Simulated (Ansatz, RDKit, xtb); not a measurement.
# C5H5N2S+: which of the isomers drawn lies lowest?, part 1 of 2

A sample of isomers of C5H5N2S+ (charge +1) is drawn. Aim: find which of them has the lowest free energy at 298.15 K, then its properties. The sample is small against all isomers, and the most stable one of this formula need not be in it.

The funnel: GFN2-xTB relaxations, single points with a density functional, relaxations at PBE0-D3(BJ)/def2-SVP, harmonic vibrations (at GFN2-xTB), and a last energy at a higher level. All values are calculated.

## 1. Possible bonding patterns

Isomers were taken from a list of plausible structures; this is a sample, not all of them. That gives 4 candidates.

| label | SMILES | spin |
| --- | --- | --- |
| c097 | C#Cc1csn[n+]1C | singlet |
| c163 | C[n+]1csc(C#N)c1 | singlet |
| c289 | C[n+]1ccsc1C#N | singlet |
| c390 | C#Cc1snc[n+]1C | singlet |

Candidates are built by distance geometry, with a force field where one applies, in up to four conformers (letters a to d).

## 2. Cheap relaxation of all starts

All 4 starts are relaxed the same way. One of them, c097a (taken from a list of plausible isomers, embedded by distance geometry and MMFF94), in full:

The input, start.xyz:

```xyz
13
c097a
C     -0.634517    -0.745816     1.258867
C     -0.112426    -1.188893     0.245065
C      0.501668    -1.613243    -0.985295
C      1.089668    -2.911856    -1.138375
C      0.227308     0.501291    -2.227703
N      1.312442    -1.420368    -3.144286
N      0.701827    -0.876323    -2.138319
S      1.762874    -3.014776    -2.716015
H     -1.139906    -0.412516     2.131389
H      1.122393    -3.717700    -0.385822
H      0.722223     1.070095    -1.488113
H      0.453737     0.864370    -3.216938
H     -0.842053     0.498511    -2.084207
```

Command:

```sh
$ xtb start.xyz --gfn 2 --opt --chrg 1
```

What it wrote, shortened:

```text
* xtb version 6.7.1
[...]
          :  # basis functions                  43          :
[...]
          :  # electrons                        40          :
[...]
          :  Hamiltonian                  GFN2-xTB          :
[...]
          :  net charge                          1          :
          :  unpaired electrons                  0          :
[...]
   *** convergence criteria satisfied after 13 iterations ***
[...]
   *** GEOMETRY OPTIMIZATION CONVERGED AFTER 11 ITERATIONS ***
[...]
   *** convergence criteria satisfied after 3 iterations ***
[...]
         ::                     SUMMARY                     ::
         :::::::::::::::::::::::::::::::::::::::::::::::::::::
         :: total energy             -21.831911488133 Eh    ::
         :: gradient norm              0.000775023868 Eh/a0 ::
         :: HOMO-LUMO gap              2.922508778925 eV    ::
         ::.................................................::
         :: SCC energy               -22.185147521318 Eh    ::
         :: -> isotropic ES            0.093270308400 Eh    ::
         :: -> anisotropic ES         -0.007315809482 Eh    ::
         :: -> anisotropic XC          0.021153742287 Eh    ::
         :: -> dispersion             -0.010354899494 Eh    ::
         :: repulsion energy           0.353236033185 Eh    ::
         :: add. restraining           0.000000000000 Eh    ::
         :: total charge               1.000000000000 e     ::
         :::::::::::::::::::::::::::::::::::::::::::::::::::::
[...]
        20        2.0000           -0.5922888             -16.1170 (HOMO)
        21                         -0.4848885             -13.1945 (LUMO)
[...]
     #   Z          covCN         q      C6AA      α(0)
     1   6          1.909    -0.031    31.924     9.125
     2   6          1.969    -0.007    31.263     9.030
     3   6          3.166     0.079    25.912     8.319
     4   6          2.940    -0.060    29.497     8.907
     5   6          3.699    -0.097    22.525     6.788
     6   7          1.962    -0.161    25.248     7.451
     7   7          3.136     0.176    18.305     6.354
     8  16          2.414     0.453   123.954    18.738
     9   1          0.928     0.154     1.365     1.827
    10   1          0.926     0.126     1.568     1.958
    11   1          0.924     0.120     1.610     1.984
    12   1          0.925     0.129     1.546     1.945
    13   1          0.924     0.120     1.611     1.985
[...]
     #   Z sym  total        # sym  WBO       # sym  WBO       # sym  WBO
 ---------------------------------------------------------------------------
     1   6      3.952 --     2      2.808     9      0.954
     2   6      3.980 --     1      2.808     3      1.121
     3   6      3.968 --     4      1.465     7      1.204     2      1.121
     4   6      3.959 --     3      1.465     8      1.326    10      0.958
     5   6      3.922 --     7      0.987    12      0.968    13      0.949
                            11      0.949
     6   7      3.091 --     8      1.469     7      1.349
     7   7      3.765 --     6      1.349     3      1.204     5      0.987
                             8      0.141
     8  16      3.059 --     6      1.469     4      1.326     7      0.141
     9   1      0.975 --     1      0.954
    10   1      0.984 --     4      0.958
    11   1      0.986 --     5      0.949
[...]
molecular dipole:
                 x           y           z       tot (Debye)
 q only:        1.298      -2.755      -2.861
   full:        1.292      -2.973      -2.632      10.613
molecular quadrupole (traceless):
[...]
          | TOTAL ENERGY              -21.831911488133 Eh   |
          | GRADIENT NORM               0.000775023868 Eh/α |
          | HOMO-LUMO GAP               2.922508778925 eV   |
           -------------------------------------------------
[...]
```

It took 0.12 s on 4 threads of Arm Neoverse N1, shared host.

## 3. The minima found

4 of the 4 relaxations converged. 4 distinct structures remain:

| label | start | SMILES after | spin | energy (kcal/mol) |
| --- | --- | --- | --- | --- |
| c163a | drawn | C[n+]1csc(C#N)c1 | singlet | 0.0 |
| c289a | drawn | C[n+]1ccsc1C#N | singlet | 0.2 |
| c390a | drawn | C#Cc1snc[n+]1C | singlet | 6.3 |
| c097a | drawn | C#Cc1csn[n+]1C | singlet | 20.2 |

## 4. Second filter: single points

A choice of the minima (the low ones first, few conformers of a pattern, up to a cap) and the lowest that fell apart get a single point at r2SCAN-D4/def2-SVP on the tight-binding geometry, and one at HF/STO-3G for comparison. The lowest singlets are also tried as triplets at the same geometry (label ending in t). The first, c163a:

The input, input.yaml:

```yaml
crystal:
  periodic: [false, false, false]
  atoms:
    - {symbol: C, position_ang: [2.193171, -1.333335, -0.427997]}
    - {symbol: C, position_ang: [0.312786, -2.434959, -1.540877]}
    - {symbol: C, position_ang: [-1.052094, -0.469211, -1.817530]}
    - {symbol: C, position_ang: [-2.057237, 0.472716, -2.114974]}
    - {symbol: C, position_ang: [0.140622, -0.231306, -1.197047]}
    - {symbol: "N", position_ang: [0.893016, -1.351190, -1.050757]}
    - {symbol: N, position_ang: [-2.875011, 1.233241, -2.357305]}
    - {symbol: S, position_ang: [-1.206927, -2.153186, -2.218131]}
    - {symbol: H, position_ang: [2.571374, -2.346204, -0.312859]}
    - {symbol: H, position_ang: [2.129549, -0.862142, 0.553141]}
    - {symbol: H, position_ang: [2.892875, -0.760917, -1.039242]}
    - {symbol: H, position_ang: [0.771347, -3.407716, -1.508798]}
    - {symbol: H, position_ang: [0.491766, 0.723043, -0.844261]}
basis:
  gaussian:
    orbitals: def2-SVP
total_charge: 1
hamiltonian:
  xc: r2scan
  dispersion: d4
scf:
  lower_state_search: off
```

Command:

```sh
$ ansatz run input.yaml --threads 4 --pin off --max-ram 7830MiB --events-out events.jsonl --progress --plain --runs-dir runs
```

What it wrote, shortened:

```text
Warning: RAYON_NUM_THREADS=4 ignored (pool sized by the plan → 4); use --threads N
Functional definition: r2SCAN
  name "r2SCAN"
[...]
1629 factors; their error is unknown
[...]
mean field -19058.65881459 eV, -700.3927930132 hartree, gradient 7.1e-6 eV, S^2 0.000000; 0 other end points of the search recorded, 0 dependent functions left out
reference -19058.65882328 eV, -700.3927933325 hartree; 32, 32 occupied and 109, 109 virtual orbitals, 1629 factors
Total energy: -19058.75033074 eV, -700.3961561699 hartree
Checks for a lower state left out: stability, starts, cluster_reference, orbital_swaps, neighbouring_geometries, increment
```

Run time: 3.3 s. Hardware: 4 threads of Arm Neoverse N1, shared host; peak memory 0.19 GiB.

Relative energies in kcal/mol, each column from its lowest structure that stays in one piece:

| label | SMILES | spin | GFN2-xTB | HF/STO-3G | r2SCAN-D4/def2-SVP |
| --- | --- | --- | --- | --- | --- |
| c163a | C[n+]1csc(C#N)c1 | singlet | 0.0 | 0.0 | 0.0 |
| c289a | C[n+]1ccsc1C#N | singlet | 0.2 | 2.8 | 0.4 |
| c390a | C#Cc1snc[n+]1C | singlet | 6.3 | 45.0 | 29.2 |
| c097a | C#Cc1csn[n+]1C | singlet | 20.2 | 65.0 | 47.6 |
| c289at | C[n+]1ccsc1C#N | triplet | – | – | 71.4 |
| c163at | C[n+]1csc(C#N)c1 | triplet | – | – | 78.5 |
| c390at | C#Cc1snc[n+]1C | triplet | – | – | 98.4 |

## 5. Third filter: density-functional geometries

3 candidates are relaxed at PBE0-D3(BJ)/def2-SVP (chosen among the lowest in one piece). The first, c163a:

The input, input.yaml:

```yaml
crystal:
  periodic: [false, false, false]
  atoms:
    - symbol: C
      position_ang: [2.193171, -1.333335, -0.427997]
    - symbol: C
      position_ang: [0.312786, -2.434959, -1.540877]
    - symbol: C
      position_ang: [-1.052094, -0.469211, -1.817530]
    - symbol: C
      position_ang: [-2.057237, 0.472716, -2.114974]
    - symbol: C
      position_ang: [0.140622, -0.231306, -1.197047]
    - symbol: N
      position_ang: [0.893016, -1.351190, -1.050757]
    - symbol: "N"
      position_ang: [-2.875011, 1.233241, -2.357305]
    - symbol: S
      position_ang: [-1.206927, -2.153186, -2.218131]
    - symbol: H
      position_ang: [2.571374, -2.346204, -0.312859]
    - symbol: H
      position_ang: [2.129549, -0.862142, 0.553141]
    - symbol: H
      position_ang: [2.892875, -0.760917, -1.039242]
    - symbol: H
      position_ang: [0.771347, -3.407716, -1.508798]
    - symbol: H
      position_ang: [0.491766, 0.723043, -0.844261]
basis:
  gaussian: {orbitals: def2-SVP}
total_charge: 1
relax: {f_tol: 0.006}
hamiltonian: {xc: {name: PBE0}, dispersion: d3bj}
scf: {lower_state_search: "off"}
```

Command:

```sh
$ ansatz run input.yaml --threads 4 --pin off --max-ram 7830MiB --events-out events.jsonl --progress --plain --runs-dir runs
```

What it wrote:

```text
Warning: RAYON_NUM_THREADS=4 ignored (pool sized by the plan → 4); use --threads N
The last accepted step is kept in runs//last_step.txt (removed where the run ends without a failure and the disk answers)
Functional definition: PBE0
  name "PBE0"
  parameter a = 0.25
  parameter kappa = 0.804
  parameter beta = 0.06672455060314922
  exchange = (1 - a)*pbe_x(kappa = kappa, mu = beta*pi^2/3) + a*exact_x
  correlation = pbe_c(beta = beta)
these checks for a lower state are left out or cut short: stability, starts, cluster_reference, orbital_swaps, neighbouring_geometries, increment
1606 factors; integrals over basis functions are off by at most 4.0e-4 eV
mean field evaluation 1: about -19038.4300 eV, gradient 6.9e1 eV
mean field evaluation 2: about -19024.4847 eV, gradient 1.0e2 eV
mean field evaluation 4: about -19050.5052 eV, gradient 1.0e1 eV
mean field evaluation 8: about -19050.8252 eV, gradient 3.8e-1 eV
mean field evaluation 16: about -19050.8256 eV, gradient 1.6e-4 eV
mean field -19050.82562584 eV, -700.1049286362 hartree, gradient 4.4e-6 eV, S^2 0.000000; 0 other end points of the search recorded, 0 dependent functions left out
the calculation of the forces begins
reference -19050.82564908 eV, -700.1049294903 hartree; 32, 32 occupied and 109, 109 virtual orbitals, 1606 factors
relax step   1: F+E_penalty+E_count = -19051.15990975 eV  Δ(F+E_penalty+E_count) = +0.000e0 eV  max|allowed force component| = 1.496e0 eV/Å  Δτ_max = 0.0000 Å  (18 SCF iters, accepted)
these checks for a lower state are left out or cut short: stability, starts, cluster_reference, orbital_swaps, neighbouring_geometries, increment
1606 factors; integrals over basis functions are off by at most 4.6e-4 eV
mean field -19050.87099457 eV, -700.1065959064 hartree, gradient 2.2e-6 eV, S^2 0.000000; 0 other end points of the search recorded, 0 dependent functions left out
the calculation of the forces begins
reference -19050.87101785 eV, -700.1065967617 hartree; 32, 32 occupied and 109, 109 virtual orbitals, 1606 factors
relax step   2: F+E_penalty+E_count = -19051.20466155 eV  Δ(F+E_penalty+E_count) = -4.475e-2 eV  max|allowed force component| = 3.446e-1 eV/Å  Δτ_max = 0.0333 Å  (24 SCF iters, accepted)
these checks for a lower state are left out or cut short: stability, starts, cluster_reference, orbital_swaps, neighbouring_geometries, increment
1606 factors; integrals over basis functions are off by at most 4.6e-4 eV
mean field evaluation 32: about -19050.8752 eV, gradient 7.7e-4 eV
mean field -19050.87519619 eV, -700.1067503128 hartree, gradient 2.3e-6 eV, S^2 0.000000; 0 other end points of the search recorded, 0 dependent functions left out
the calculation of the forces begins
reference -19050.87521947 eV, -700.1067511684 hartree; 32, 32 occupied and 109, 109 virtual orbitals, 1606 factors
relax step   3: F+E_penalty+E_count = -19051.20879936 eV  Δ(F+E_penalty+E_count) = -4.138e-3 eV  max|allowed force component| = 1.574e-1 eV/Å  Δτ_max = 0.0119 Å  (25 SCF iters, accepted)
[... from here on, the SCF cycles and remarks between the steps are left out ...]
relax step   4: F+E_penalty+E_count = -19051.20942421 eV  Δ(F+E_penalty+E_count) = -6.249e-4 eV  max|allowed force component| = 2.335e-2 eV/Å  Δτ_max = 0.0071 Å  (16 SCF iters, accepted)
relax step   5: F+E_penalty+E_count = -19051.20943708 eV  Δ(F+E_penalty+E_count) = -1.286e-5 eV  max|allowed force component| = 6.859e-2 eV/Å  Δτ_max = 0.0142 Å  (24 SCF iters, accepted)
relax step   6: F+E_penalty+E_count = -19051.20957167 eV  Δ(F+E_penalty+E_count) = -1.346e-4 eV  max|allowed force component| = 2.485e-2 eV/Å  Δτ_max = 0.0040 Å  (15 SCF iters, accepted)
relax step   7: F+E_penalty+E_count = -19051.20964041 eV  Δ(F+E_penalty+E_count) = -6.874e-5 eV  max|allowed force component| = 1.449e-2 eV/Å  Δτ_max = 0.0044 Å  (15 SCF iters, accepted)
relax step   8: F+E_penalty+E_count = -19051.20978937 eV  Δ(F+E_penalty+E_count) = -1.490e-4 eV  max|allowed force component| = 4.441e-3 eV/Å  Δτ_max = 0.0171 Å  (24 SCF iters, accepted)
relax step   9: F+E_penalty+E_count = -19051.20989885 eV  Δ(F+E_penalty+E_count) = -1.095e-4 eV  max|allowed force component| = 1.566e-2 eV/Å  Δτ_max = 0.0320 Å  (23 SCF iters, accepted)
relax step  10: F+E_penalty+E_count = -19051.20992357 eV  Δ(F+E_penalty+E_count) = -2.473e-5 eV  max|allowed force component| = 1.508e-2 eV/Å  Δτ_max = 0.0095 Å  (14 SCF iters, accepted)
relax step  11: F+E_penalty+E_count = -19051.20993664 eV  Δ(F+E_penalty+E_count) = -1.307e-5 eV  max|allowed force component| = 6.760e-3 eV/Å  Δτ_max = 0.0067 Å  (13 SCF iters, accepted)
these checks for a lower state are left out or cut short: stability, starts, cluster_reference, orbital_swaps, neighbouring_geometries, increment
1606 factors; integrals over basis functions are off by at most 4.5e-4 eV
mean field -19050.87627881 eV, -700.1067900986 hartree, gradient 1.5e-6 eV, S^2 0.000000; 0 other end points of the search recorded, 0 dependent functions left out
the calculation of the forces begins
reference -19050.87630198 eV, -700.1067909501 hartree; 32, 32 occupied and 109, 109 virtual orbitals, 1606 factors
relax step  12: F+E_penalty+E_count = -19051.20993843 eV  Δ(F+E_penalty+E_count) = -1.785e-6 eV  max|allowed force component| = 2.263e-3 eV/Å  Δτ_max = 0.0025 Å  (13 SCF iters, accepted)
Total energy: -19051.20996160 eV, -700.1190527147 hartree
Atom 0 at     2.216638    -1.338967    -0.422962 Å, force     0.002164     0.000119     0.000785 eV/Å
Atom 1 at     0.301592    -2.440520    -1.517981 Å, force     0.000107    -0.000640    -0.001073 eV/Å
Atom 2 at    -1.056234    -0.455576    -1.816441 Å, force    -0.000184    -0.001984     0.000357 eV/Å
Atom 3 at    -2.072607     0.475995    -2.135476 Å, force     0.000115    -0.001804    -0.000449 eV/Å
Atom 4 at     0.143757    -0.209576    -1.206810 Å, force     0.000935     0.001139    -0.001093 eV/Å
Atom 5 at     0.892078    -1.348053    -1.050249 Å, force    -0.002263    -0.000341     0.000789 eV/Å
Atom 6 at    -2.911016     1.229962    -2.401141 Å, force    -0.000390     0.001410     0.000043 eV/Å
Atom 7 at    -1.214212    -2.145402    -2.183283 Å, force    -0.000161     0.001811     0.000719 eV/Å
Atom 8 at     2.615732    -2.358876    -0.410264 Å, force    -0.000387     0.000232    -0.000133 eV/Å
Atom 9 at     2.125763    -0.965879     0.605721 Å, force    -0.000123    -0.000184    -0.000549 eV/Å
Atom 10 at     2.885348    -0.688673    -1.002276 Å, force    -0.000528    -0.000394     0.000348 eV/Å
Atom 11 at     0.760132    -3.430321    -1.472330 Å, force     0.000623     0.000667     0.000099 eV/Å
Atom 12 at     0.518263     0.754719    -0.863146 Å, force     0.000093    -0.000030     0.000158 eV/Å
Dipole moment:     1.298979    -0.756533     0.482882 e Å
Checks for a lower state left out: stability, starts, cluster_reference, orbital_swaps, neighbouring_geometries, increment
```

It took 42 s on 4 threads of Arm Neoverse N1, shared host; peak memory 0.37 GiB.

Energy change by step (eV): 0.0000, -0.0448, -0.0489, -0.0495, -0.0495, -0.0497, -0.0497, -0.0499, -0.0500, -0.0500, -0.0500, -0.0500.

After the run. Bond lengths: C3–C4 1.415 Å, C3–C5 1.368 Å, C1–N6 1.466 Å, C2–N6 1.327 Å, C5–N6 1.371 Å, C4–N7 1.158 Å, C2–S8 1.681 Å, C3–S8 1.736 Å, C1–H9 1.095 Å, C1–H10 1.098 Å, C1–H11 1.098 Å, C2–H12 1.092 Å, C5–H13 1.090 Å. Some angles: C3–C4–N7 179.4°, C4–C3–C5 127.7°, C4–C3–S8 121.8°, C5–C3–S8 110.4°, C3–C5–N6 112.3°, C1–N6–C2 123.9°, C1–N6–C5 122.5°, C2–N6–C5 113.6°, N6–C2–S8 113.3°, C2–S8–C3 90.3°.

## 6. After refinement

| label | spin | r2SCAN-D4/def2-SVP (kcal/mol) | PBE0-D3(BJ)/def2-SVP, relaxed (kcal/mol) | time |
| --- | --- | --- | --- | --- |
| c163a | singlet | 0.0 | 0.0 | 42 s |
| c289a | singlet | 0.4 | 1.1 | 22 s |
| c390a | singlet | 29.2 | 30.3 | 29 s |

c163a: Bond lengths: C3–C4 1.415 Å, C3–C5 1.368 Å, C1–N6 1.466 Å, C2–N6 1.327 Å, C5–N6 1.371 Å, C4–N7 1.158 Å, C2–S8 1.681 Å, C3–S8 1.736 Å, C1–H9 1.095 Å, C1–H10 1.098 Å, C1–H11 1.098 Å, C2–H12 1.092 Å, C5–H13 1.090 Å. Some angles: C3–C4–N7 179.4°, C4–C3–C5 127.7°, C4–C3–S8 121.8°, C5–C3–S8 110.4°, C3–C5–N6 112.3°, C1–N6–C2 123.9°, C1–N6–C5 122.5°, C2–N6–C5 113.6°, N6–C2–S8 113.3°, C2–S8–C3 90.3°.

c289a: Bond lengths: C2–C3 1.364 Å, C4–C5 1.413 Å, C1–N6 1.466 Å, C2–N6 1.368 Å, C4–N6 1.340 Å, C5–N7 1.159 Å, C3–S8 1.708 Å, C4–S8 1.699 Å, C1–H9 1.098 Å, C1–H10 1.098 Å, C1–H11 1.095 Å, C2–H12 1.090 Å, C3–H13 1.091 Å. Some angles: C2–C3–S8 111.2°, C3–C2–N6 112.7°, C4–C5–N7 179.5°, C5–C4–N6 123.3°, C5–C4–S8 124.4°, N6–C4–S8 112.3°, C1–N6–C2 124.0°, C1–N6–C4 122.8°, C2–N6–C4 113.1°, C3–S8–C4 90.6°.

c390a: Bond lengths: C1–C2 1.214 Å, C2–C3 1.399 Å, C4–N6 1.291 Å, C3–N7 1.346 Å, C4–N7 1.377 Å, C5–N7 1.461 Å, C3–S8 1.706 Å, N6–S8 1.649 Å, C1–H9 1.080 Å, C4–H10 1.094 Å, C5–H11 1.096 Å, C5–H12 1.098 Å, C5–H13 1.098 Å. Some angles: C1–C2–C3 178.5°, C2–C3–N7 124.8°, C2–C3–S8 126.5°, N7–C3–S8 108.7°, C4–N6–S8 110.1°, N6–C4–N7 116.3°, C3–N7–C4 111.4°, C3–N7–C5 123.9°, C4–N7–C5 124.7°, C3–S8–N6 93.4°.

## 7. Harmonic analysis of the finalists

The lowest few in one piece go on as finalists. In this search the thermal terms come from GFN2-xTB at its own nearest minimum. The first, c163a:

The input, start.xyz:

```xyz
13
c163a
C      2.216638    -1.338967    -0.422962
C      0.301592    -2.440520    -1.517981
C     -1.056234    -0.455576    -1.816441
C     -2.072607     0.475995    -2.135476
C      0.143757    -0.209576    -1.206810
N      0.892078    -1.348053    -1.050249
N     -2.911016     1.229962    -2.401141
S     -1.214212    -2.145402    -2.183283
H      2.615732    -2.358876    -0.410264
H      2.125763    -0.965879     0.605721
H      2.885348    -0.688673    -1.002276
H      0.760132    -3.430321    -1.472330
H      0.518263     0.754719    -0.863146
```

Command:

```sh
$ xtb start.xyz --gfn 2 --ohess tight --chrg 1
```

What it wrote, shortened:

```text
* xtb version 6.7.1
[...]
          :  # basis functions                  43          :
[...]
          :  # electrons                        40          :
[...]
          :  Hamiltonian                  GFN2-xTB          :
[...]
          :  net charge                          1          :
          :  unpaired electrons                  0          :
[...]
   *** convergence criteria satisfied after 13 iterations ***
[...]
   *** GEOMETRY OPTIMIZATION CONVERGED AFTER 6 ITERATIONS ***
[...]
   *** convergence criteria satisfied after 3 iterations ***
[...]
         ::                     SUMMARY                     ::
         :::::::::::::::::::::::::::::::::::::::::::::::::::::
         :: total energy             -21.864102639544 Eh    ::
         :: gradient norm              0.000759497403 Eh/a0 ::
         :: HOMO-LUMO gap              2.731021112812 eV    ::
         ::.................................................::
         :: SCC energy               -22.218745086008 Eh    ::
         :: -> isotropic ES            0.103172723285 Eh    ::
         :: -> anisotropic ES         -0.004707170701 Eh    ::
         :: -> anisotropic XC          0.026962945712 Eh    ::
         :: -> dispersion             -0.010003892090 Eh    ::
         :: repulsion energy           0.354642446464 Eh    ::
         :: add. restraining           0.000000000000 Eh    ::
         :: total charge               1.000000000000 e     ::
         :::::::::::::::::::::::::::::::::::::::::::::::::::::
[...]
        20        2.0000           -0.5897788             -16.0487 (HOMO)
        21                         -0.4894154             -13.3177 (LUMO)
[...]
molecular dipole:
                 x           y           z       tot (Debye)
 q only:        1.115      -3.061      -2.344
   full:        1.499      -3.422      -2.226      11.055
molecular quadrupole (traceless):
[...]
          | TOTAL ENERGY              -21.864102639542 Eh   |
          | TOTAL ENTHALPY            -21.764132364416 Eh   |
          | TOTAL FREE ENERGY         -21.805501385415 Eh   |
          | GRADIENT NORM               0.000759517180 Eh/α |
[...]
```

Run time: 0.27 s. Hardware: 4 threads of Arm Neoverse N1, shared host.

## 8. Thermal terms of the finalists

As xtb prints them, at 298.15 K, with its own treatment of low modes:

| label | SMILES | spin | lowest mode (cm⁻¹) | zero-point (kcal/mol) | G − E (kcal/mol) |
| --- | --- | --- | --- | --- | --- |
| c163a | C[n+]1csc(C#N)c1 | singlet | 81 | 57.3 | 36.8 |
| c289a | C[n+]1ccsc1C#N | singlet | 63i | 57.2 | 37.3 |
| c390a | C#Cc1snc[n+]1C | singlet | 24 | 56.4 | 35.8 |

c289a keeps an imaginary mode, so the thermal terms were not taken at a true minimum.

(Continued in part 2 of 2.)
